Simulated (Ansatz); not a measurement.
# HBr (singlet): PBE, r2SCAN, PBE0, B3LYP, wB97M-V, B2PLYP, RPA-PBE over vertical spin and charge gaps, cc-pVDZ

How well do these functionals follow the top wave-function level for HBr (singlet) over vertical spin and charge gaps?

Program: Ansatz 0.2.0, Gaussian basis. Level of theory: cc-pVDZ, all electrons in the functionals, frozen cores in the correlation of double hybrids and RPA. These are calculated values, not measurements.

To be run: PBE, r2SCAN, PBE0, B3LYP, wB97M-V, B2PLYP, RPA-PBE, at charge 0, singlet; charge 0, triplet; charge 1, doublet.

12 further runs of the same task are left out: 5 that didn't finish, 7 set aside as unsound or not needed.

**1. The geometry**

The geometry is a PBE0/def2-TZVP stationary point (not a proven minimum). No spin-orbit coupling is included. The filled d shell of Br may be among the frozen orbitals whatever the setting's name suggests; the logs give the count.

2 atoms, charge 0, spin multiplicity 1.

Atoms are counted from 1 here; the program's logs count them from 0.

Bond lengths: Br1–H2 1.421 Å.

No dispersion term is added; wB97M-V holds VV10 nonlocal correlation. B3LYP takes the VWN-RPA correlation.

The geometry shown and the zero of energy belong to the point charge 0, singlet. The yardstick, FCI, and other wave-function levels (R restricted, U unrestricted, valence and pair active spaces) come from earlier runs.

**2. PBE, charge 0, singlet**

Contents of in.yaml:

```yaml
crystal:
  periodic: [false, false, false]
  atoms:
    - {symbol: Br, position_ang: [0.000000, 0.000000, 0.000000]}
    - {symbol: H, position_ang: [0.000000, 0.000000, 1.420600]}
basis:
  gaussian: {orbitals: cc-pVDZ}
hamiltonian: {xc: {name: PBE}}
output: {orbitals: {seedname: orbitals}}
```

Run with:

```
$ ansatz run in.yaml --threads 1 --pin off --events-out ev --progress --plain --max-ram 2393MiB
```

The runs that follow: PBE, charge 0, triplet; PBE, charge 1, doublet; r2SCAN, charge 0, singlet; r2SCAN, charge 0, triplet; r2SCAN, charge 1, doublet; PBE0, charge 0, singlet; PBE0, charge 0, triplet; PBE0, charge 1, doublet; B3LYP, charge 0, singlet; B3LYP, charge 0, triplet; B3LYP, charge 1, doublet; wB97M-V, charge 0, singlet; wB97M-V, charge 0, triplet; wB97M-V, charge 1, doublet; B2PLYP, charge 0, singlet; B2PLYP, charge 0, triplet; B2PLYP, charge 1, doublet; RPA-PBE, charge 0, singlet; RPA-PBE, charge 0, triplet; RPA-PBE, charge 1, doublet.

Q: Predict the results of all the runs planned. Wanted: singlet to triplet, FCI; ionisation to the doublet cation, FCI; largest miss, PBE; largest miss, r2SCAN; largest miss, PBE0; largest miss, B3LYP; largest miss, wB97M-V; largest miss, B2PLYP; largest miss, RPA-PBE.

The runs gave:

| quantity | value |
| --- | --- |
| singlet to triplet, FCI | 626.8 kJ/mol |
| ionisation to the doublet cation, FCI | 1095.6 kJ/mol |
| largest miss, PBE | +30.1 kJ/mol (ionisation to the doublet cation) |
| largest miss, r2SCAN | +40.7 kJ/mol (ionisation to the doublet cation) |
| largest miss, PBE0 | +35.1 kJ/mol (ionisation to the doublet cation) |
| largest miss, B3LYP | +38.3 kJ/mol (ionisation to the doublet cation) |
| largest miss, wB97M-V | +29.7 kJ/mol (ionisation to the doublet cation) |
| largest miss, B2PLYP | +22.5 kJ/mol (ionisation to the doublet cation) |
| largest miss, RPA-PBE | -18.6 kJ/mol (singlet to triplet) |
| largest miss, RCCSD(T) | -0.1 kJ/mol (singlet to triplet) |
| largest miss, UCCSD(T) | -0.4 kJ/mol (singlet to triplet) |

In words: Of the functionals, RPA-PBE keep the smallest largest miss at the points compared (at most 18.6 kJ/mol) and r2SCAN strays most (40.7 kJ/mol, at ionisation to the doublet cation). Functionals and the yardstick converge differently with the basis, so part of each miss in cc-pVDZ is the basis.
